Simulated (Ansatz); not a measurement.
**MgTl: how the settings move a single-point run**

How sensitive is a single-point run of MgTl to its settings? A reference run comes first, then two runs with altered input.

Method: reference: DFT, PBEsol, PAW with Ansatz's default frozen-core files, scalar-relativistic; levels and slopes on a fine mesh, independent-particle optical spectra, in Ansatz 0.2.0.

## (1) The system as given

It takes space group Pm-3m (No. 221, cubic). Conventional cell: a = 3.623 Å, b = 3.623 Å, c = 3.623 Å, α = 90.00°, β = 90.00°, γ = 90.00°. Mg (site symmetry m-3m) has 8 Tl at 3.14 Å as nearest neighbours. Tl (site symmetry m-3m) has 8 Mg at 3.14 Å as nearest neighbours.

Coordinates:

```xyz
2
Lattice="3.6232 0.0000 0.0000 0.0000 3.6232 0.0000 0.0000 0.0000 3.6232" Properties=species:S:1:pos:R:3 pbc="T T T"
Mg    0.0000    0.0000    0.0000
Tl    1.8116    1.8116    1.8116
```

## (2) Baseline

input.yaml reads:

```yaml
crystal:
  lattice:
    - [3.62316045513, 0.0, 0.0]
    - [0.0, 3.62316045513, 0.0]
    - [0.0, 0.0, 3.62316045513]
  atoms:
    - { symbol: Mg, position: [0.0, 0.0, 0.0] }
    - { symbol: Tl, position: [0.5, 0.5, 0.5] }
kpoints:
  mp_grid: { grid: [12, 12, 12] }
scf:
  occupations: { method: fermi_dirac, width: 0.05 }
hamiltonian:
  xc: pbesol
  pseudopotentials: { kind: paw }
output:
  forces: true
  stress: true
  eigenvalues: true
  eigenstates:
    nscf_kmesh: { grid: [16, 16, 16] }
    de_dk: true
    e_range: [-14, 14]
  optics:
    e_range: [0, 25]
    de: 0.2
    sigma: 0.1
    bands: { spectra_wanted_up_to: 25 }
    nscf_kmesh: { grid: [16, 16, 16] }
    drude_damping: 0.2
checkpoint:
  write: ck
  write_wavefunctions: false
```

The run is started by

```sh
ansatz run input.yaml --threads 1 --pin off --max-ram 3072MiB --backend cpu --events-out ev --progress --plain --runs-dir out
```

## (3) Changed: dr2_threshold 1.0e-08

Changes to input.yaml since step 2:

```diff
@@ -12,2 +12,3 @@
   occupations: { method: fermi_dirac, width: 0.05 }
+  convergence: { dr2_threshold: 1.0e-08 }
 hamiltonian:
```

## (4) Variant: mp_grid.grid [10, 10, 10], mp_grid.shift [0.5, 0.5, 0.5], dispersion d3bjatm

Changes to input.yaml since step 2:

```diff
@@ -9,3 +9,3 @@
 kpoints:
-  mp_grid: { grid: [12, 12, 12] }
+  mp_grid: { grid: [10, 10, 10], shift: [0.5, 0.5, 0.5] }
 scf:
@@ -15,2 +15,3 @@
   pseudopotentials: { kind: paw }
+  dispersion: d3bjatm
 output:
```

What does the calculation give? Wanted: for each run, ending; energy change; pressure; gap; force.

**Answer**, as computed:

| run | ending | energy change | pressure (GPa) | gap (eV) | force (eV/Å) | cycles | time |
| --- | --- | --- | --- | --- | --- | --- | --- |
| reference | converged | 0 | 0.0 | 0.00 | 0.00 | - | 2 min |
| 1: dr2_threshold 1.0e-08 | converged | 0.0 meV/atom | 0.0 | 0.00 | 0.00 | 7 | 2 min |
| 2: mp_grid.grid [10, 10, 10], mp_grid.shift [0.5, 0.5, 0.5], dispersion d3bjatm | converged | -321.1 meV/atom (offset of the dispersion model) | -2.3 | 0.00 | 0.00 | 8 | 1.9 min |

Residual by cycle in the longest SCF loop of each run; runs are numbered as in the table. The quantity is the density residual dr2, in eV.

```
cycle  reference    run 1    run 2
    1    0.00763  0.00763  0.00853
    2    0.00297  0.00297   0.0034
    3     3.1e-5   3.1e-5   3.6e-5
    4     5.9e-7   5.9e-7   1.0e-6
    5     8.1e-8   8.1e-8   1.9e-7
    6     1.0e-8   1.0e-8   4.3e-9
    7    5.0e-10  5.0e-10  1.7e-10
    8    4.1e-12        -  9.9e-13
```

«dr2_threshold 1.0e-08» leaves the energy as it was.
